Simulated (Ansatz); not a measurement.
# C₄H₄F₄: up Jacob's ladder to CCSD(T)

One table from this session's results is given with a row withheld; the runs are named, their logs left out.

The runs use Ansatz 0.2.0, Gaussian basis; functionals in def2-TZVPP, the program's frozen cores in correlated methods.

Levels to be run: LDA (SPW92), PBE-D4, revPBE-D4, BLYP-D4, r2SCAN-D4, B97M-V, PBE0-D4, B3LYP-D4, r2SCANh-D4, r2SCAN0-D4, HSE06-D4, BHLYP-D4, CAM-B3LYP-D4, LC-ωPBE, ωB97X-V, ωB97M-V, B2PLYP, PBE-QIDH; CCSD(T)/def2-SVP; MP2/def2-TZVPP; MP2/def2-QZVPP; RPA on PBE.

### The geometry

An earlier PBE0-D4 in a triple-zeta def2 set relaxation fixed the geometry.

12 atoms, charge 0, spin multiplicity 1.

Atoms are counted from 1 here; the program's logs count them from 0.

Bond lengths: F1–C2 1.368 Å, C2–C3 1.484 Å, C2–H9 1.098 Å, C2–H10 1.098 Å, C3–C4 1.325 Å, C3–H11 1.088 Å, C4–C5 1.500 Å, C4–H12 1.083 Å, C5–F6 1.337 Å, C5–F7 1.337 Å, C5–F8 1.345 Å. Angles: F1–C2–C3 114.3°, F1–C2–H9 108.3°, F1–C2–H10 108.3°, C3–C2–H9 109.1°, C3–C2–H10 109.1°, H9–C2–H10 107.5°, C2–C3–C4 131.1°, C2–C3–H11 112.2°, C4–C3–H11 116.7°, C3–C4–C5 128.0°, C3–C4–H12 119.0°, C5–C4–H12 113.0°, C4–C5–F6 113.2°, C4–C5–F7 113.2°, C4–C5–F8 108.9°, F6–C5–F7 107.7°, F6–C5–F8 106.8°, F7–C5–F8 106.8°.

Set-up of the first run:

in.yaml reads:

```yaml
crystal:
  periodic: [false, false, false]
  atoms:
    - {symbol: F, position_ang: [-0.062215, 1.789126, -0.640460]}
    - {symbol: C, position_ang: [1.134577, 1.175244, -0.393606]}
    - {symbol: C, position_ang: [1.015182, -0.218900, 0.100360]}
    - {symbol: C, position_ang: [-0.049874, -0.968968, 0.344828]}
    - {symbol: C, position_ang: [-1.495764, -0.601622, 0.183812]}
    - {symbol: F, position_ang: [-1.824854, -0.301584, -1.076660]}
    - {symbol: F, position_ang: [-1.866555, 0.425140, 0.955343]}
    - {symbol: F, position_ang: [-2.255667, -1.651278, 0.543581]}
    - {symbol: H, position_ang: [1.721667, 1.178878, -1.320917]}
    - {symbol: H, position_ang: [1.682559, 1.772843, 0.346154]}
    - {symbol: H, position_ang: [1.986207, -0.674554, 0.283377]}
    - {symbol: H, position_ang: [0.091638, -1.979526, 0.708088]}
basis:
  gaussian: {orbitals: def2-TZVPP}
hamiltonian: {xc: lda}
output: {orbitals: {seedname: orbitals}}
```

On the command line:

```
$ ansatz run in.yaml --threads 4 --pin off --events-out ev --progress --plain --max-ram 11315MiB
```

Among the steps run: LDA; PBE-D4 (GGA); revPBE-D4 (GGA); BLYP-D4 (GGA); r2SCAN-D4 (meta-GGA); B97M-V (meta-GGA); B3LYP-D4 (hybrid); r2SCANh-D4 (hybrid); r2SCAN0-D4 (hybrid); HSE06-D4 (hybrid); BHLYP-D4 (hybrid); CAM-B3LYP-D4 (range-separated); LC-ωPBE (range-separated); ωB97X-V (range-separated); ωB97M-V (range-separated); B2PLYP (double hybrid); PBE-QIDH (double hybrid).

One table of the session follows, with a row left open; its other results are not shown here.

It belongs to the step «Orbital energies across the functionals». 

```
  functional  HOMO (eV)  gap (eV)
 LDA (SPW92)      -7.34      5.24
      PBE-D4      -7.15      5.32
   revPBE-D4      -7.08      5.35
     BLYP-D4      -7.03      5.32
   r2SCAN-D4      -7.41      5.75
      B97M-V      -7.44      5.87
     PBE0-D4      -8.42      7.57
    B3LYP-D4      -8.21      7.11
  r2SCANh-D4      -7.89      6.59
  r2SCAN0-D4          ?         ?
    HSE06-D4      -8.02      6.78
    BHLYP-D4      -9.53      9.79
CAM-B3LYP-D4      -9.81     10.10
     LC-ωPBE     -11.19     12.68
     ωB97X-V     -10.79     12.22
     ωB97M-V     -10.69     12.00
```

Q: Estimate the row for r2SCAN0-D4 from the others.

Worked estimate for «HOMO (eV)». Against the share of exact exchange, r2SCAN-D4 (0, -7.41), r2SCANh-D4 (0.1, -7.89) give a slope of -4.80 per unit share; at 0.25 the line stands at -8.61.

As computed: HOMO (eV): -8.59; gap (eV): 7.84. In «HOMO (eV)» the line misses by -0.02.
